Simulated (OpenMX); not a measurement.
The system is HPbNO4.

```
H Pb N O
1.0
     4.19923    0.11117    0.16817
     1.91600    3.89132    0.12568
     1.76085    1.25259    6.37266
H Pb N O
1 1 1 4
Direct
  0.89145 0.68202 0.62796
  0.14426 0.92872 0.88352
  0.25670 0.28861 0.30171
  0.83108 0.65056 0.78405
  0.38694 0.22380 0.11295
  0.31104 0.03576 0.45856
  0.07726 0.60633 0.32275
```

The cell was built by a generator and needn't be a form met in nature.

Program: OpenMX 3.8.5. Alike in all runs: task band structure; no spin polarisation; cell as given; smearing fermi-dirac 0.05 eV.

Task: Order these runs on this cell by their pressure, lowest first.
A. level PBE; potentials or basis OpenMX 2013 PBE set, H5.0-s2, Pb8.0-s3p2d2, N6.0-s2p2, O6.0-s2p2, grid cutoff 500 Ry; k mesh 5 × 5 × 5
B. level LDA; potentials or basis OpenMX 2013 LDA set, H6.0-s2p1, Pb8.0-s3p2d2f1, N6.0-s2p2d1, O6.0-s2p2d1, grid cutoff 500 Ry; k mesh 5 × 5 × 5
C. level PBE; potentials or basis OpenMX 2013 PBE set, H7.0-s2p2d1, Pb8.0-s3p2d2f2, N6.0-s3p2d2, O6.0-s3p2d2, grid cutoff 500 Ry; k mesh 7 × 7 × 5

Result: B (-3.7 GPa), C (1.5 GPa), A (10.9 GPa).

Caveats: the basis of atomic orbitals isn't converged, which shifts pressures, moduli and gaps.
